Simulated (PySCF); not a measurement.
# CH11FSi4: electronic excitations

Wanted: the electronic excitations of CH11FSi4 (`C[Si@H](F)[SiH]([SiH3])[SiH3]`), by calculation.

Computed with PySCF 2.14.0, with density-fitted response routines of our own, on a single molecule in the gas phase. Atoms are numbered from 0 throughout.

## 1. The molecule as given

17 atoms, charge 0, multiplicity 1; geometry from: GFN2-xTB.

Bonds of the start (Å): C0–Si1 1.90, Si1–F2 1.63, Si1–Si3 2.33, Si3–Si4 2.33, Si3–Si5 2.33, C0–H6 1.09, C0–H7 1.09, C0–H8 1.09, Si1–H9 1.46, Si3–H10 1.49, Si4–H11 1.46, Si4–H12 1.46, Si4–H13 1.47, Si5–H14 1.47, Si5–H15 1.46, Si5–H16 1.47.

## 2. Ultraviolet spectrum: CAM-B3LYP/def2-SVPD

The job: settings as JSON, then the geometry in Å.

```
{"job": {"kind": "uv", "xc": "CAM-B3LYP", "basis": "def2-SVPD", "nstates": 8, "ntriplets": 3}, "charge": 0, "multiplicity": 1}
C     -2.425287    -1.058276     0.221767
Si    -0.776817    -1.461044    -0.626915
F     -0.089955    -2.606474     0.303564
Si     0.720978     0.317461    -0.629041
Si     2.759095    -0.201449     0.382281
Si    -0.222804     2.280366     0.202730
H     -3.024294    -1.952550     0.370737
H     -2.264334    -0.609257     1.198779
H     -3.014281    -0.359809    -0.364789
H     -1.046980    -2.225556    -1.845204
H      0.994363     0.572072    -2.067128
H      3.606362    -1.082522    -0.423974
H      2.558886    -0.861145     1.673578
H      3.552839     1.003996     0.649351
H     -0.502783     2.176613     1.638759
H      0.661164     3.436175     0.037576
H     -1.493150     2.643428    -0.433058
```

With the program's defaults for keys left out, this is: TDDFT CAM-B3LYP/def2-SVPD, vertical, gas phase, core orbitals frozen in the response.

The run is started by

```bash
$ OMP_NUM_THREADS=1 python probes_run.py task.json out
```

The driver reads the jobs from task.json and runs them one after another.

Log:

```text
coarse grid: 15488 points
cycle   1  E = -1301.8588645161  dE = -5.293e-02  |g| = 5.716e-01  |ddm| = 4.877e+00
cycle   2  E = -1301.8378129249  dE =  2.105e-02  |g| = 7.440e-01  |ddm| = 1.342e+00
cycle   3  E = -1301.9295075518  dE = -9.169e-02  |g| = 6.123e-02  |ddm| = 6.336e-01
cycle   4  E = -1301.9302721413  dE = -7.646e-04  |g| = 2.818e-02  |ddm| = 1.380e-01
cycle   5  E = -1301.9304901914  dE = -2.181e-04  |g| = 4.913e-03  |ddm| = 4.643e-02
cycle   6  E = -1301.9304974612  dE = -7.270e-06  |g| = 8.415e-04  |ddm| = 1.028e-02
final grid: 129608 points
cycle   7  E = -1302.0959872123  dE = -1.254e-05  |g| = 2.474e-03  |ddm| = 3.453e-02
cycle   8  E = -1302.0959874460  dE = -2.336e-07  |g| = 2.414e-03  |ddm| = 7.379e-03
cycle   9  E = -1302.0959888553  dE = -1.409e-06  |g| = 2.605e-04  |ddm| = 2.691e-03
cycle  10  E = -1302.0959888663  dE = -1.099e-08  |g| = 1.106e-04  |ddm| = 3.739e-04
cycle  11  E = -1302.0959888688  dE = -2.502e-09  |g| = 1.973e-05  |ddm| = 1.726e-04
cycle  12  E = -1302.0959888689  dE = -1.628e-10  |g| = 4.931e-06  |ddm| = 4.514e-05
converged SCF energy = -1302.0959888689

Static polarisability (au): isotropic 128.661, principal 106.245 134.929 144.809

Singlet excitations
state   eV       nm        f      main configurations
  1   6.1784    200.7   0.06345   H->L 0.87
  2   6.5500    189.3   0.01878   H->L+1 0.67, H-1->L 0.12, H-1->L+1 0.08
  3   6.5969    187.9   0.07480   H-1->L 0.61, H->L+1 0.16, H-1->L+2 0.10
  4   6.9612    178.1   0.04524   H-1->L+1 0.62, H->L+2 0.18, H-1->L 0.09
  5   7.1211    174.1   0.04312   H-2->L 0.37, H-1->L+2 0.34
  6   7.3022    169.8   0.13997   H->L+2 0.29, H-1->L+2 0.28, H-2->L 0.10
  7   7.3730    168.2   0.22256   H->L+2 0.32, H-2->L 0.30, H->L+4 0.09
  8   7.5450    164.3   0.01730   H->L+3 0.45, H->L+4 0.18, H-1->L+4 0.11

Triplet excitations (Tamm-Dancoff, eV): 5.4640 5.8648 5.9632
```

It took 86 s on 1 thread of Arm Neoverse N1, shared host; peak memory 1 GiB.

The orbitals next to the gap, with their largest atomic shares:

| orbital | eV | atoms |
| --- | --- | --- |
| HOMO−3 | -10.80 | Si1 18 %, C0 17 %, H9 14 % |
| HOMO−2 | -10.28 | Si3 22 %, H10 16 %, C0 11 % |
| HOMO−1 | -9.59 | Si3 32 %, Si5 24 %, Si4 18 % |
| HOMO | -9.38 | Si3 29 %, Si1 24 %, C0 9 % |
| LUMO | 0.12 | Si3 24 %, Si1 24 %, Si4 15 % |
| LUMO+1 | 0.36 | Si3 23 %, Si5 19 %, Si1 13 % |
| LUMO+2 | 0.74 | Si5 21 %, Si3 20 %, Si4 17 % |

With each of the 8 states as a Gaussian band of 0.4 eV half-width at 1/e, the curve within the window shown has maxima at 170 nm (ε 17,000) L/(mol cm). Beyond the last state computed it falls off for lack of states. The curve at chosen wavelengths:

```tsv
nm	ε (L/mol/cm)
158	3617
161	7644
163	10885
166	15211
168	16916
171	17074
173	15816
176	12929
178	10967
181	8631
184	7186
186	6603
189	6032
191	5727
194	5258
196	4908
199	4311
202	3640
204	3168
207	2461
209	2014
212	1420
214	1087
217	694
219	498
222	289
```

Further results of this job:

| property | computed |
| --- | --- |
| dipole moment (D) | 1.70 |
| polarisability (Å³) | 19.07 |
| HOMO–LUMO gap (eV) | 9.50 |
| −ε(HOMO) (eV) | 9.38 |

## 3. Outcome

| quantity | value |
| --- | --- |
| lowest singlet (CAM-B3LYP/def2-SVPD) | 6.18 eV (201 nm), f = 0.063 |
| brightest single state of those computed | state 7, 7.37 eV, f = 0.223 |
| lowest triplet | 5.46 eV |

In words: The lowest singlet, at 6.18 eV, is HOMO→LUMO 0.87 and is bright; of the 8 states computed, the strongest absorption comes from state 7 at 7.37 eV. The lowest triplet lies 0.71 eV below the lowest singlet (triplets in Tamm-Dancoff, singlets in full TDDFT).
